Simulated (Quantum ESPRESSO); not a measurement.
The system is Cu.

```xyz
1
Lattice="-1.4250 1.4250 1.4250 1.4250 -1.4250 1.4250 1.4250 1.4250 -1.4250" Properties=species:S:1:pos:R:3 pbc="T T T"
Cu    0.0000    0.0000    0.0000
```

The cell was built by a generator and needn't be a form met in nature.

Base run:

```yaml
Program: Quantum ESPRESSO 7.5
Functional: LDA
Potentials_or_basis: GBRV 1.5 LDA
Cutoff: 762 eV
Density_cutoff: 6095 eV
k_mesh: 18 × 18 × 18
Occupations: methfessel-paxton, width 0.1 eV
Spin: no spin polarisation
```

Its results: band gap on the k mesh none (metal or under the smearing width); pressure -9.3 GPa.

Task: The run is repeated on the same cell with these changes: functional from LDA to PBEsol; potentials or basis from GBRV 1.5 LDA to GBRV 1.5 PBEsol. What comes out?

Result: Band gap on the k mesh none (metal or under the smearing width); pressure -3.1 GPa.
